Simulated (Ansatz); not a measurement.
# CoO4F: the cost of one run

Program: Ansatz 0.2.0. Level of theory: reference: DFT r2SCAN, plane waves, PAW, scalar-relativistic, no spin polarisation. These are calculated values, not measurements.

## 1. The structure to begin with

It takes space group P2/m (No. 10, monoclinic). Conventional cell: a = 3.664 Å, b = 2.392 Å, c = 3.853 Å, α = 90.00°, β = 92.60°, γ = 90.00°. Around Co (site symmetry 2/m) lie 6 O at 1.64 to 1.67 Å. F (site symmetry 2/m) is surrounded by 6 O at 1.52 to 1.61 Å. Around O (site symmetry m) lie 2 F at 1.52 Å and 1 Co at 1.67 Å. O (site symmetry m) has 1 F at 1.61 Å and 2 Co at 1.64 Å as nearest neighbours.

Coordinates:

```
Co F O
1.0
     3.66385    0.00000    0.00000
     0.00000    2.39229    0.00000
     0.17478    0.00000    3.84891
Co F O
1 1 4
Direct
  0.00000 0.00000 0.00000
  0.50000 0.50000 0.50000
  0.69000 0.00000 0.33000
  0.31000 0.00000 0.67000
  0.77400 0.50000 0.81400
  0.22600 0.50000 0.18600
```

## 2. Baseline

File input.yaml:

```yaml
crystal:
  lattice:
    - [3.66385445, 0.0, 0.0]
    - [0.0, 2.39229261, 0.0]
    - [0.17478231, 0.0, 3.84890939]
  atoms:
    - { symbol: Co, position: [0.0, 0.0, 0.0] }
    - { symbol: F, position: [0.5, 0.5, 0.5] }
    - { symbol: O, position: [0.69, 0.0, 0.33] }
    - { symbol: O, position: [0.31, 0.0, 0.67] }
    - { symbol: O, position: [0.774, 0.5, 0.814] }
    - { symbol: O, position: [0.226, 0.5, 0.186] }
  symmetry: { tolerance: 0.0003 }
kpoints:
  mp_grid: { grid: [5, 7, 5], shift: [0, 0, 0] }
magnetization:
  spin_polarized: false
scf:
  occupations: { method: fermi_dirac }
hamiltonian:
  pseudopotentials: { kind: paw }
  xc: r2scan
basis:
  ecutwfc: 500
output:
  forces: true
  stress: true
  eigenvalues: true
```

Command:

```console
$ ansatz run input.yaml --threads 1 --pin off --max-ram 2560MiB --backend cpu --events-out ev --progress --plain --runs-dir out
```

**Question.** How long does this run take on 1 thread of Intel Xeon Platinum 8259CL at 2.50GHz (Skylake/Cascade Lake), shared host, and how much memory does it need?

About 18 s, with a peak of 0.5 GiB.
